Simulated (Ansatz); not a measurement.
# LaTe: the cost of one run

Method: DFT PBEsol, scalar-relativistic, plane waves, all_electron, in Ansatz 0.2.0.

## 1. The starting structure

It takes space group Fm-3m (No. 225, cubic). Conventional cell: a = 6.259 Å, b = 6.259 Å, c = 6.259 Å, α = 90.00°, β = 90.00°, γ = 90.00°. La (site symmetry m-3m) has 6 Te at 3.13 Å as nearest neighbours. Te (site symmetry m-3m) is surrounded by 6 La at 3.13 Å.

Structure file:

```cif
data_structure
_symmetry_space_group_name_H-M 'P 1'
_symmetry_Int_Tables_number 1
_cell_length_a 4.4260
_cell_length_b 4.4260
_cell_length_c 4.4260
_cell_angle_alpha 60.000
_cell_angle_beta 60.000
_cell_angle_gamma 60.000
_cell_volume 61.31
loop_
_atom_site_label
_atom_site_type_symbol
_atom_site_fract_x
_atom_site_fract_y
_atom_site_fract_z
_atom_site_occupancy
La1 La 0.00000 0.00000 0.00000 1
Te1 Te 0.50000 0.50000 0.50000 1
```

## 2. Single point: LaTe, no spin

The input, input.yaml:

```yaml
crystal:
  lattice:
    - [0.0, 3.12964, 3.12964]
    - [3.12964, 0.0, 3.12964]
    - [3.12964, 3.12964, 0.0]
  atoms:
    - { symbol: La, position: [0.0, 0.0, 0.0] }
    - { symbol: Te, position: [0.5, 0.5, 0.5] }
scf:
  occupations: { method: gaussian, width: 0.05 }
output:
  stress: true
  eigenvalues: true
hamiltonian:
  xc: pbesol
  pseudopotentials: { kind: all_electron, lapw: {} }
kpoints:
  mp_grid: { grid: [12, 12, 12] }
```

On the command line:

```console
$ ansatz run input.yaml --threads 4 --pin off --max-ram 12288MiB --backend cpu --events-out ev --progress --plain --runs-dir out
```

Q: Estimate wall time and peak memory on 4 threads of Intel Xeon 6975P-C (Granite Rapids), shared host.

About 5.3 s, with a peak of 0.53 GiB.
